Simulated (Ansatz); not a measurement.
# HBrO: the cost of one run

All numbers below are computed with Ansatz 0.2.0 (DFT, PBEsol, no spin polarisation, plane waves, PAW).

## Step 1: The cell

The structure is tetragonal, space group P4/nmm (No. 129). The conventional cell has a = 3.480 Å, b = 3.480 Å, c = 6.680 Å, α = 90.00°, β = 90.00°, γ = 90.00°. H (site symmetry 4mm) is surrounded by 4 O at 2.11 Å. Br (site symmetry 4mm) is surrounded by 5 H at 2.81 to 2.94 Å and 4 Br at 2.92 Å and 4 O at 3.09 Å. O (site symmetry -4m2) has 4 H at 2.11 Å as nearest neighbours.

Structure file:

```
H Br O
1.0
     3.47971    0.00000    0.00000
     0.00000    3.47971    0.00000
     0.00000    0.00000    6.67978
H Br O
2 2 2
Cartesian
  0.0000 1.7399 1.1950
  1.7399 0.0000 5.4848
  0.0000 1.7399 4.1301
  1.7399 0.0000 2.5497
  0.0000 0.0000 0.0000
  1.7399 1.7399 0.0000
```

Its first density is an earlier solution for the same cell, read from a checkpoint.

## Step 2: The run

input.yaml

```yaml
crystal:
  lattice:
    - [3.479706, 0.0, 0.0]
    - [0.0, 3.479706, 0.0]
    - [0.0, 0.0, 6.679777]
  atoms:
    - { symbol: H, position: [0.0, 0.5, 0.1789] }
    - { symbol: H, position: [0.5, 0.0, 0.8211] }
    - { symbol: Br, position: [0.0, 0.5, 0.6183] }
    - { symbol: Br, position: [0.5, 0.0, 0.3817] }
    - { symbol: O, position: [0.0, 0.0, 0.0] }
    - { symbol: O, position: [0.5, 0.5, 0.0] }
  symmetry: { tolerance: 0.0003 }
kpoints:
  mp_grid: { grid: [10, 10, 5], shift: [0, 0, 0] }
  band_path:
    path:
      - [0.0, 0.0, 0.0]
      - [0.0, 0.5, 0.0]
      - [0.5, 0.5, 0.0]
      - [0.0, 0.0, 0.0]
      - [0.0, 0.0, 0.5]
      - [0.0, 0.5, 0.5]
      - [0.5, 0.5, 0.5]
      - [0.0, 0.0, 0.5]
      - [0.0, 0.5, 0.0]
      - [0.0, 0.5, 0.5]
      - [0.5, 0.5, 0.0]
    npoints: 6
magnetization:
  spin_polarized: false
scf:
  occupations: { method: fermi_dirac }
  lower_state_search: "off"
  max_iter: 200
hamiltonian:
  pseudopotentials: { kind: paw }
  xc: pbesol
basis:
  ecutwfc: 420
  fft_grid_basis: typed
output:
  forces: true
  stress: true
  eigenvalues: true
  bader: true
  populations: true
  elf: true
  write_potential: true
  volumetric_format: npy
  dos:
    e_range: [-12, 8]
    de: 0.05
    projected: { site_lists: { Br: [Br], H: [H], O: [O] } }
checkpoint:
  read: saved_state
```

Q: Estimate wall time and peak memory on 1 thread of an x86-64 CPU, shared host.

About 27 s, with a peak of 0.43 GiB.
